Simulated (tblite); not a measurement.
# C5H13NOSi2: the cost of one run

Computed with tblite 0.8.0 and PySCF 2.14.0, with density-fitted response routines of our own, on a single molecule in the gas phase. Atoms are numbered from 0 throughout.

### 1 Starting geometry

22 atoms, charge 0, multiplicity 1; geometry from: force field or distance geometry start.

Bonds of the start (Å): O0–C1 1.29, C1–N2 1.41, N2–C3 1.42, C3–Si4 1.88, C1–C5 1.48, C5–C6 1.51, C6–C7 1.53, C7–Si8 1.87, Si8–C5 1.85, N2–H9 1.06, C3–H10 1.09, C3–H11 1.11, Si4–H12 1.46, Si4–H13 1.47, Si4–H14 1.49, C5–H15 1.10, C6–H16 1.12, C6–H17 1.10, C7–H18 1.12, C7–H19 1.09, Si8–H20 1.46, Si8–H21 1.45.

### 2 Geometry optimisation with GFN2-xTB

What the job is given:

```
{"job": {"kind": "relax", "xc": "GFN2-xTB", "basis": "xTB"}, "charge": 0, "multiplicity": 1}
O      0.653200    -1.542100    -0.327100
C      0.207500    -0.373900    -0.648200
N      1.174600     0.626200    -0.869900
C      2.588900     0.480000    -0.802200
Si     3.171000    -0.061300     0.899300
C     -1.250100    -0.135500    -0.743900
C     -1.819500     0.916200     0.176300
C     -3.066700     0.145200     0.616500
Si    -2.161800    -1.436800     0.199900
H      0.793500     1.582500    -1.125800
H      3.060400     1.429400    -1.040800
H      2.971400    -0.293400    -1.506500
H      4.212800    -1.065000     0.712700
H      2.095400    -0.611800     1.728400
H      3.829200     1.084200     1.587600
H     -1.606900    -0.014900    -1.773800
H     -1.179900     1.179100     1.053100
H     -2.152500     1.808300    -0.377300
H     -3.945400     0.389000    -0.034900
H     -3.293100     0.294700     1.676400
H     -2.864200    -2.354800    -0.697400
H     -1.428200    -2.026000     1.296600
```

Command:

```sh
OMP_NUM_THREADS=1 python probes_run.py task.json out
```

The driver reads the jobs from task.json and runs them one after another.

Q: Estimate the wall time of this first job on 1 thread of Intel Xeon 6975P-C, shared host.

About 1.6 s.
